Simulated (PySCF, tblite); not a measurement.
**C6H10NO radical: geometry, infrared bands and EPR parameters**

What infrared bands and EPR parameters should C6H10NO radical (`C=[C]C(=O)N(C)CC`) show?

Computed with tblite 0.8.0 and PySCF 2.14.0, with density-fitted response routines of our own, on a single molecule in the gas phase. Atoms are numbered from 0 throughout.

## 1. The starting structure

18 atoms, charge 0, multiplicity 2; geometry from: force field or distance geometry start.

Bonds of the start (Å): C0–C1 1.32, C1–C2 1.43, C2–O3 1.23, C2–N4 1.40, N4–C5 1.46, N4–C6 1.45, C6–C7 1.53, C0–H8 1.08, C0–H9 1.09, C5–H10 1.09, C5–H11 1.09, C5–H12 1.09, C6–H13 1.09, C6–H14 1.09, C7–H15 1.09, C7–H16 1.09, C7–H17 1.10.

## 2. Optimising the geometry with GFN2-xTB

What the job is given:

```
{"job": {"kind": "relax", "xc": "GFN2-xTB", "basis": "xTB"}, "charge": 0, "multiplicity": 2}
C      2.603700    -0.801300     1.372800
C      1.912000    -0.426600     0.316400
C      1.193600    -0.018100    -0.850800
O      1.838000     0.368100    -1.828000
N     -0.204800    -0.059000    -0.811400
C     -0.956700     0.414600    -1.973400
C     -0.971700    -0.492100     0.340500
C     -1.290500     0.663000     1.285000
H      3.393600    -1.534300     1.283600
H      2.406400    -0.344100     2.343600
H     -0.300600     0.715600    -2.794300
H     -1.563000     1.271000    -1.670600
H     -1.610600    -0.387900    -2.310300
H     -1.892300    -0.968700    -0.010200
H     -0.417700    -1.252500     0.893800
H     -1.899500     1.422300     0.786900
H     -0.383900     1.144100     1.650100
H     -1.864800     0.292200     2.144600
```

Run with:

```sh
> OMP_NUM_THREADS=1 python probes_run.py task.json out
```

One launch serves the whole session: the jobs run in the order shown.

The program printed:

```text
step      E/eV     max force
  0    -675.54396    2.100
  1    -675.60035    1.872
  2    -675.63852    0.478
  3    -675.66059    0.444
  4    -675.68419    0.335
  5    -675.69379    0.299
  6    -675.70390    0.276
  7    -675.71207    0.249
  8    -675.72049    0.254
  9    -675.72845    0.252
 10    -675.73738    0.213
 11    -675.74695    0.239
 12    -675.75676    0.225
 13    -675.76583    0.267
 14    -675.77359    0.247
 15    -675.78046    0.202
 16    -675.78654    0.205
 17    -675.79067    0.126
 18    -675.79314    0.107
 19    -675.79496    0.102
 20    -675.79655    0.083
 21    -675.79789    0.078
 22    -675.79899    0.074
 23    -675.80004    0.071
 24    -675.80112    0.067
 25    -675.80202    0.072
 26    -675.80272    0.073
 27    -675.80336    0.063
 28    -675.80417    0.060
 29    -675.80472    0.057
 30    -675.80516    0.041
 31    -675.80545    0.049
 32    -675.80571    0.044
 33    -675.80589    0.031
 34    -675.80601    0.023
 35    -675.80610    0.028
 36    -675.80622    0.035
 37    -675.80640    0.040
 38    -675.80662    0.037
 39    -675.80682    0.031
 40    -675.80699    0.027
 41    -675.80716    0.030
 42    -675.80735    0.036
 43    -675.80756    0.032
 44    -675.80777    0.033
 45    -675.80795    0.029
 46    -675.80812    0.033
 47    -675.80827    0.031
 48    -675.80842    0.028
 49    -675.80857    0.033
 50    -675.80870    0.029
 51    -675.80878    0.021
 52    -675.80883    0.013
 53    -675.80886    0.015
 54    -675.80889    0.012
 55    -675.80893    0.013
 56    -675.80897    0.016
 57    -675.80900    0.017
 58    -675.80906    0.018
 59    -675.80915    0.026
 60    -675.80925    0.025
 61    -675.80934    0.026
 62    -675.80944    0.025
 63    -675.80957    0.028
 64    -675.80973    0.033
 65    -675.80990    0.031
 66    -675.81004    0.025
 67    -675.81016    0.028
 68    -675.81029    0.026
 69    -675.81044    0.027
 70    -675.81057    0.023
 71    -675.81063    0.026
 72    -675.81070    0.022
 73    -675.81076    0.017
 74    -675.81087    0.019
 75    -675.81094    0.018
 76    -675.81104    0.021
 77    -675.81114    0.022
 78    -675.81132    0.024
 79    -675.81156    0.028
 80    -675.81188    0.044
 81    -675.81227    0.058
 82    -675.81272    0.056
 83    -675.81321    0.048
 84    -675.81362    0.054
 85    -675.81351    0.101
 86    -675.81399    0.060
 87    -675.81410    0.046
 88    -675.81423    0.026
 89    -675.81429    0.015
 90    -675.81433    0.017
 91    -675.81436    0.017
 92    -675.81439    0.016
 93    -675.81443    0.023
 94    -675.81448    0.015
 95    -675.81453    0.017
 96    -675.81457    0.020
 97    -675.81462    0.021
 98    -675.81470    0.023
 99    -675.81479    0.023
100    -675.81488    0.025
101    -675.81498    0.034
102    -675.81513    0.042
103    -675.81535    0.089
104    -675.81563    0.049
105    -675.81599    0.037
106    -675.81611    0.039
107    -675.81622    0.028
108    -675.81632    0.029
109    -675.81637    0.012
110    -675.81640    0.010
```

It took 0.69 s on 1 thread of Arm Neoverse V1, shared host.

Step by step: (not every step is listed)

```
step  energy from step 0 (eV)  largest force (eV/Å)
   0                   0.0000                2.1002
   1                  -0.0564                1.8724
   2                  -0.0946                0.4778
   3                  -0.1166                0.4436
   4                  -0.1402                0.3353
   5                  -0.1498                0.2994
   6                  -0.1599                0.2764
   7                  -0.1681                0.2489
   8                  -0.1765                0.2542
  17                  -0.2467                0.1258
  26                  -0.2588                0.0725
  35                  -0.2621                0.0282
  44                  -0.2638                0.0330
  53                  -0.2649                0.0149
  62                  -0.2655                0.0247
  71                  -0.2667                0.0262
  80                  -0.2679                0.0445
  89                  -0.2703                0.0146
  98                  -0.2707                0.0232
 105                  -0.2720                0.0372
 106                  -0.2722                0.0388
 107                  -0.2723                0.0281
 108                  -0.2724                0.0287
 109                  -0.2724                0.0117
 110                  -0.2724                0.0099
```

Distances of close pairs at the start and the end, largest changes first:

```
  bond  before (Å)  after (Å)  change (Å)
 C0–C1       1.317      1.287      -0.030
 C1–C2       1.430      1.405      -0.025
 C2–N4       1.400      1.374      -0.025
 N4–C5       1.463      1.438      -0.025
C7–H17       1.098      1.086      -0.012
 N4–C6       1.450      1.441      -0.009
C7–H15       1.093      1.087      -0.006
 C6–C7       1.526      1.530      +0.004
```

The next job starts from the end point, and lists it.

## 3. Vibrational analysis with GFN2-xTB

What the job is given:

```
{"job": {"kind": "ir", "xc": "GFN2-xTB", "basis": "xTB"}, "charge": 0, "multiplicity": 2}
C      2.555858    -0.693072     1.333396
C      1.789104    -0.619743     0.302715
C      1.153217    -0.084438    -0.829855
O      1.809275     0.351153    -1.777744
N     -0.220603    -0.119751    -0.835272
C     -0.925111     0.485660    -1.933424
C     -0.980693    -0.559783     0.306597
C     -1.287517     0.573587     1.287253
H      2.922666    -1.637399     1.716171
H      2.875054     0.173860     1.906749
H     -0.189072     0.749988    -2.691535
H     -1.454794     1.389687    -1.620951
H     -1.645307    -0.220815    -2.352900
H     -1.916201    -0.997550    -0.056100
H     -0.408786    -1.339159     0.819838
H     -1.898210     1.339377     0.815923
H     -0.362075     1.029921     1.630178
H     -1.825566     0.184795     2.147309
```

The program printed:

```text
mode    cm-1     km/mol
  1      58.6      0.35
  2      64.1      8.94
  3     109.0      1.72
  4     123.5      6.45
  5     150.0      1.05
  6     180.3      3.35
  7     189.9      1.37
  8     272.5      4.01
  9     338.6      6.75
 10     374.0      0.37
 11     402.4      2.17
 12     517.5      6.77
 13     564.3      9.11
 14     606.2     37.22
 15     745.3      3.16
 16     816.1      6.56
 17     858.8     32.85
 18     894.9      5.75
 19     959.2      0.27
 20    1030.9      8.81
 21    1071.4     10.01
 22    1081.5     16.49
 23    1100.4     34.22
 24    1119.3     71.29
 25    1234.4     17.51
 26    1275.2     12.46
 27    1331.4      7.58
 28    1343.2      4.43
 29    1365.7     70.57
 30    1393.3     14.59
 31    1402.0      4.65
 32    1455.0      0.29
 33    1462.5     13.29
 34    1478.7      2.23
 35    1492.0      4.14
 36    1496.7      2.44
 37    1586.0    368.79
 38    1883.3     34.94
 39    2933.6      7.32
 40    2942.8     28.87
 41    2947.0     30.46
 42    2950.7     33.46
 43    2971.3     58.10
 44    3005.8      5.46
 45    3027.2      2.28
 46    3044.0     29.88
 47    3046.5     30.00
 48    3050.4     22.27
```

It took 0.57 s on 1 thread of Arm Neoverse V1, shared host.

Which atoms move in the most intense modes:

```
cm⁻¹  km/mol                                 atoms
 606    37.2                      C2 73 %, O3 10 %
1100    34.2  H11 37 %, H12 19 %, C5 14 %, C2 11 %
1119    71.3                     C2 33 %, H12 15 %
1366    70.6    H8 22 %, H9 21 %, N4 20 %, C2 11 %
1586   368.8                      C2 60 %, O3 34 %
1883    34.9                      C1 63 %, C0 32 %
2951    33.5                    H14 80 %, H13 13 %
2971    58.1                    H12 71 %, H11 24 %
```

## 4. EPR parameters: B3LYP/pcH-1

Same as in step 3 but for these lines:

```diff
@@ -1,2 +1,2 @@
-{"job": {"kind": "ir", "xc": "GFN2-xTB", "basis": "xTB"}, "charge": 0, "multiplicity": 2}
+{"job": {"kind": "epr", "basis": "pcH-1"}, "charge": 0, "multiplicity": 2}
 C      2.555858    -0.693072     1.333396
```

With the program's defaults for keys left out, this is: UKS B3LYP, pcH-1 on C H N O, non-relativistic, mean-field spin-orbit, GIAO.

The program printed:

```text
UKS, coarse grid
  cycle   1  E = -364.37876581  |g| = 6.89e-01
  cycle   2  E = -362.76094562  |g| = 1.93e+00
  cycle   3  E = -364.52443501  |g| = 2.96e-01
  cycle   4  E = -364.56932655  |g| = 1.04e-01
  cycle   5  E = -364.57443197  |g| = 2.99e-02
  cycle   6  E = -364.57485914  |g| = 1.53e-02
  cycle   7  E = -364.57502135  |g| = 8.01e-03
  cycle   8  E = -364.57507608  |g| = 3.87e-03
  cycle   9  E = -364.57509835  |g| = 1.51e-03
  cycle  10  E = -364.57510064  |g| = 1.31e-03
  cycle  11  E = -364.57510232  |g| = 5.26e-04
UKS, final grid
  cycle   1  E = -364.57512184  |g| = 8.40e-04
  cycle   2  E = -364.57512104  |g| = 1.73e-03
  cycle   3  E = -364.57512217  |g| = 2.43e-04
  cycle   4  E = -364.57512220  |g| = 9.97e-05
  cycle   5  E = -364.57512222  |g| = 6.92e-05
  cycle   6  E = -364.57512223  |g| = 2.45e-05
E = -364.57512223 Eh   <S^2> = 0.7604 (exact 0.7500)
g shifts (ppm)      1          2          3
  rmc          -174       -174       -174
  gc              8         35         29
  oz_so        -224        933       2209
  total        -390        794       2064
hyperfine (MHz)  atom isotope    a_iso     a_fc   dipolar eigenvalues
    0   13C     -46.79     -46.79    -14.73      3.79     10.94
    1   13C     104.37     104.37    -75.08    -57.02    132.10
    2   13C     -28.39     -28.39     -9.83      0.80      9.03
    3   17O     -11.21     -11.21    -48.48     22.95     25.54
    4   14N       1.85       1.85     -4.09     -3.44      7.53
    5   13C      -3.54      -3.54     -0.57     -0.09      0.66
    6   13C       0.28       0.28     -1.13     -0.29      1.43
    7   13C      -0.91      -0.91     -0.64     -0.00      0.64
    8    1H     150.57     150.57     -5.12     -3.71      8.83
    9    1H     175.00     175.00     -4.29     -2.34      6.63
   10    1H       0.83       0.83     -2.14     -1.11      3.24
   11    1H      15.41      15.41     -1.23     -1.16      2.39
   12    1H      11.24      11.24     -1.38     -0.94      2.31
   13    1H       6.14       6.14     -1.61     -1.28      2.90
   14    1H      -0.58      -0.58     -5.16     -3.34      8.50
   15    1H       0.84       0.84     -1.05     -0.90      1.95
   16    1H       0.44       0.44     -2.39     -1.91      4.30
   17    1H       0.21       0.21     -0.92     -0.91      1.83
```

Run time: 88 s. Hardware: 1 thread of Arm Neoverse V1, shared host; peak memory 0.97 GiB.

Principal g values 2.00193, 2.00311, 2.00438; g(iso) = 2.00314, against 2.00232 for a free electron.

Hyperfine couplings; where a row names several nuclei, a(iso) is their mean (it holds for fast rotation or exchange) and the dipolar term the largest among them:

```
       nuclei  isotope  a(iso) (MHz)  a(iso) (G, at g = 2.0023)  largest dipolar term (MHz)
           H9       1H         175.0                       62.4                         6.6
           H8       1H         150.6                       53.7                         8.8
           C1      13C         104.4                       37.2                       132.1
           C0      13C         -46.8                      -16.7                       -14.7
           C2      13C         -28.4                      -10.1                        -9.8
           O3      17O         -11.2                       -4.0                       -48.5
H10, H11, H12       1H           9.2                        3.3                         3.2
           C5      13C          -3.5                       -1.3                         0.7
     H13, H14       1H           2.8                        1.0                         8.5
           N4      14N           1.9                        0.7                         7.5
           C7      13C          -0.9                       -0.3                         0.6
H15, H16, H17       1H           0.5                        0.2                         4.3
           C6      13C           0.3                        0.1                         1.4
```

Mulliken spin populations:

C0 -0.16; C1 0.87; C2 -0.08; O3 0.15; N4 0.07; C5 -0.01; C6 0.00; C7 0.00; H8 0.06; H9 0.08; H10 0.00; H11 0.01; H12 0.01; H13 0.00; H14 0.00; H15 0.00; H16 0.00; H17 0.00

In first order the couplings over 0.8 MHz of 1H, 14N give 144 distinct lines over 129.3 G, if the averaged nuclei exchange fast.

The fields below are evaluated on a grid from the run's orbitals.

ELF in a plane through or near 6 of the atoms.

Ten even steps from ' ' (0.00) to '@' (1.00):
```
                                                        
                                                        
                                                        
                    ..--====--..                        
                    --##%%%%##--  --%%--                
              ..    ::**%%####::..%%@@**..              
          ..==++++..  --##%%--  ==@@@@++..              
        ..::++##%%****##::--==::==++--++--              
        ::++**==%%--::%%**++##==%%--::**==..            
        ::****==..%%++**::::**++**==++++::              
        ..--++++**%%**::  ..++**::    ....              
            ::==++==..    ::####--                      
              ..::      ..==####++::                    
                        ..==**++==--..                  
                        --@@@@@@**..                    
                        **@@@@@@%%..                    
                        --@@@@@@**                      
                          ..--::                        
                                                        
                                                        
```
The map spans 12.5 Å across and 10.8 Å up, centred on the molecule. Atoms in the plane (x, y in Å): C0 (-2.9, 0.4), C1 (-1.7, 0.8), C2 (-0.5, 1.3), N4 (0.6, 0.6), C5 (1.9, 1.1), H17 (0.3, -2.8).

On the surface of density 0.002 e/bohr³ the electrostatic potential runs, from the 1st to the 99th percentile, from -2.09 V near O3 to 1.02 V near H8.

The spin density lies nearest to C1 57 %; O3 12 %; H8, H9 about 6 % each; C0 6 % (beta excess).

## 5. Outcome

| quantity | value |
| --- | --- |
| strongest single infrared mode (GFN2-xTB) | 1586 cm⁻¹, 369 km/mol |
| zero-point energy (GFN2-xTB) | 91.1 kcal/mol |
| g(iso) (B3LYP) | 2.00314 |
| ⟨S²⟩ | 0.760 (exact 0.75) |
| largest a(iso) (averaged by class) | 1H on H9, 175.0 MHz |
| surface potential, 1st and 99th percentile | -2.09 V and 1.02 V |

Relaxing lowered the energy by 0.272 eV in 110 steps; the close pair that moved most is C0–C1, from 1.317 to 1.287 Å. All 48 modes are real, so the xTB geometry is a minimum. The strongest single mode, at 1586 cm⁻¹, moves mainly C2 and O3. Unscaled tight-binding wavenumbers are off by several per cent, some by more. Its intensities can rank the bands wrongly. C1 carries the largest spin population, 0.87 e. The isotropic g lies 0.8 ppt above the free-electron value.
